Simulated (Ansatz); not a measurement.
A first try at a charge-density difference against the sublattices of SrTl2, space group P6_3/mmc, using the Ansatz DFT code, driven from Python.

The script, `drho.py`:
```python
"""Density difference of SrTl2 against its sublattices."""

import ansatz as az
import numpy as np

VECTORS = np.array([
    [5.074, 0.0, 0.0],
    [-2.537, 4.3942129, 0.0],
    [0.0, 0.0, 8.217],
])
SITES = [
    ("Sr", [0.0, 0.0, 0.25]),
    ("Sr", [0.0, 0.0, 0.75]),
    ("Tl", [1 / 3, 2 / 3, 0.452]),
    ("Tl", [2 / 3, 1 / 3, 0.952]),
    ("Tl", [1 / 3, 2 / 3, 0.048]),
    ("Tl", [2 / 3, 1 / 3, 0.548]),
]


def crystal_on(cell):
    crystal = az.Crystal(lattice=az.Lattice.of(cell))
    for symbol, position in SITES:
        crystal = crystal.atom(symbol, position)
    return crystal

# one cutoff and one grid for all runs, so that the fields can be subtracted
def solve(crystal):
    return (
        crystal.calculation()
        .functional("pbesol")
        .occupations("Fermi-Dirac", width=50 * az.meV)
        .correlation("mp2")
        .basis(460, grid_basis="typed")
        .kpoints(5, 5, 3)
        .density()
        .run(threads=1)
    )


whole = solve(crystal_on(VECTORS))
difference = whole.density().channels[0].density_e_per_ang3.copy()
binding = whole.report["free_energy_ev"]
for element in ["Sr", "Tl"]:
    part = az.Crystal(lattice=az.Lattice.of(VECTORS))
    for symbol, position in SITES:
        if symbol == element:
            part = part.atom(symbol, position)
    alone = solve(part)
    difference -= alone.density().channels[0].density_e_per_ang3
    binding -= alone.report["free_energy_ev"]
    print(f"{element} sublattice: {alone.report['n_electrons']:g} electrons, {alone.report['n_iterations']} iterations")

voxel = abs(np.linalg.det(VECTORS)) / difference.size
print(f"energy of the crystal less its unpolarised sublattices: {binding / len(SITES):.4f} eV/atom")
print(f"net charge of the difference {difference.sum() * voxel:.5f} e, charge rearranged {0.5 * np.abs(difference).sum() * voxel:.3f} e")
print(f"extremes {difference.min():.4f} and {difference.max():.4f} e/A^3")
for (symbol, position) in SITES:
    index = tuple(int(round(p * n)) % n for p, n in zip(position, difference.shape))
    print(f"  change of the pseudo-density at the grid point nearest {symbol}: {difference[index]:+.4f} e/A^3")
```

```console
$ python drho.py
Traceback (most recent call last):
  File "drho.py", line 41, in <module>
    whole = solve(crystal_on(VECTORS))
  File "drho.py", line 37, in solve
    .run(threads=1)
     ~~~^^^^^^^^^^^
  ...
ansatz.RefusalError: invalid value for `correlation`: it needs basis.gaussian or hamiltonian.integrals
```
(Library frames cut from the traceback.)

What is wrong, and how is it mended?

The fault: a wavefunction method is asked of a plane-wave crystal. The correction:

```diff
--- before
+++ after
@@ -32,3 +32,2 @@
         .occupations("Fermi-Dirac", width=50 * az.meV)
-        .correlation("mp2")
         .basis(460, grid_basis="typed")
```

With that change:

```console
$ python drho.py
Sr sublattice: 20 electrons, 7 iterations
Tl sublattice: 52 electrons, 7 iterations
energy of the crystal less its unpolarised sublattices: -0.9278 eV/atom
net charge of the difference 0.00000 e, charge rearranged 0.768 e
extremes -0.0454 and 0.0290 e/A^3
  change of the pseudo-density at the grid point nearest Sr: -0.0375 e/A^3
  change of the pseudo-density at the grid point nearest Sr: -0.0375 e/A^3
  change of the pseudo-density at the grid point nearest Tl: +0.0238 e/A^3
  change of the pseudo-density at the grid point nearest Tl: +0.0238 e/A^3
  change of the pseudo-density at the grid point nearest Tl: +0.0238 e/A^3
  change of the pseudo-density at the grid point nearest Tl: +0.0238 e/A^3
```

Reading the output:
- For a metal this k-point mesh is coarse: on a finer one energies can move by several to tens of meV an atom and pressures by half a GPa or more, differences at one mesh by less.
- Spin-orbit coupling, which matters for elements this heavy, is left out.
- Densities and potentials on the grid are those of the valence electrons, and inside the cores they hang on the potentials used.
- The starting cell is as deposited in a crystallographic database; the results hold for this polymorph, which needn't be the stable one.
- Charge moved counts every rearrangement, bonding and polarisation too, and is no transfer between atoms; the bare sublattices are artificial references. Values near the nuclei depend on the potentials.
- Run time: 4.1 s on 1 thread of Intel(R) Xeon(R) 6975P-C (Granite Rapids) (shared host), peak memory 0.51 GiB.
